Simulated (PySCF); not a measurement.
**[SnCl3]-: relaxation and vibrations of the singlet**

Aim: relax [SnCl3]- as a singlet from a PBE minimum start, check by its vibrations whether the end is a minimum, and collect its spectrum and constants.

Program: PySCF 2.14.0. Level of theory: PBE, basis Sn def2-SVPD with ECP28, Cl def2-SVPD, scalar-relativistic core potentials, no spin–orbit coupling, density fitting. These are calculated values, not measurements.

**1. The system as given**

4 atoms, charge -1, spin multiplicity 1.

Bond lengths: Sn1–Cl2 2.545 Å, Sn1–Cl3 2.545 Å, Sn1–Cl4 2.545 Å. Angles: Cl2–Sn1–Cl3 99.1°, Cl2–Sn1–Cl4 99.1°, Cl3–Sn1–Cl4 99.1°.

Coordinates in bohr (charge -1 multiplicity 1):
```
Sn    0.0000    0.0000   -1.0791
Cl    4.2250    0.0000    1.2190
Cl   -2.1125    3.6589    1.2190
Cl   -2.1125   -3.6589    1.2190
```

**2. Finding the electronic state**

The steps below are one call of a driver around PySCF. For each, scf.py gives the equivalent set-up of the SCF; relaxations use the driver's own optimiser. After this first run the driver tries any further starts and a stability analysis.

The input, scf.py:

```python
from pyscf import gto, scf, dft
mol = gto.M(atom='''
Sn    -0.000000    -0.000000    -0.571048
Cl     2.235767     0.000000     0.645045
Cl    -1.117884     1.936231     0.645045
Cl    -1.117883    -1.936231     0.645045''',
    basis={'Sn': 'def2-SVPD', 'Cl': 'def2-SVPD'},
    ecp={'Sn': 'def2-SVPD'},
    charge=-1, spin=0)
mf = dft.RKS(mol, xc='PBE')
mf.grids.atom_grid = (50, 194)
aux = {'Sn': 'def2-universal-JKFIT', 'Cl': 'def2-universal-JKFIT'}
mf = mf.density_fit(auxbasis=aux)
mf.conv_tol = 1e-08
mf.diis_space = 10
mf.max_cycle = 60
mf.init_guess = 'minao'
mf.verbose = 4
mf.kernel()
```

On the command line:

```bash
$ OMP_NUM_THREADS=2 python axn.py task.json out
```

The runs that follow: Relaxing the singlet from the PBE minimum start; Is it a minimum? Harmonic modes.

Before running it: what results should come out? Wanted: minimum; geometry; wavenumbers; dipole moment; highest occupied, lowest empty level; polar-tensor charge of Sn1; zero-point energy.

As calculated:

| quantity | value |
| --- | --- |
| minimum | singlet, C3v |
| geometry | Sn–Cl 2.545 Å (×3); Cl–Sn–Cl 99.1° (×3) |
| wavenumbers (cm⁻¹) | 81 (e), 98 (a1), 254 (e), 278 (a1) |
| dipole moment (centre of mass) | 4.09 D |
| highest occupied, lowest empty level | -2.07, 2.12 eV |
| polar-tensor charge of Sn1 | +1.27 e |
| zero-point energy | 6.3 kJ/mol |
| entropy at 298.15 K | 358.0 J/(mol K) |

The molecule stays C3v, as typed, and the end point is a minimum. In the infrared the band at 254 cm⁻¹ (e, stretch) leads. Other starts or spin states, not run here, may lie lower.
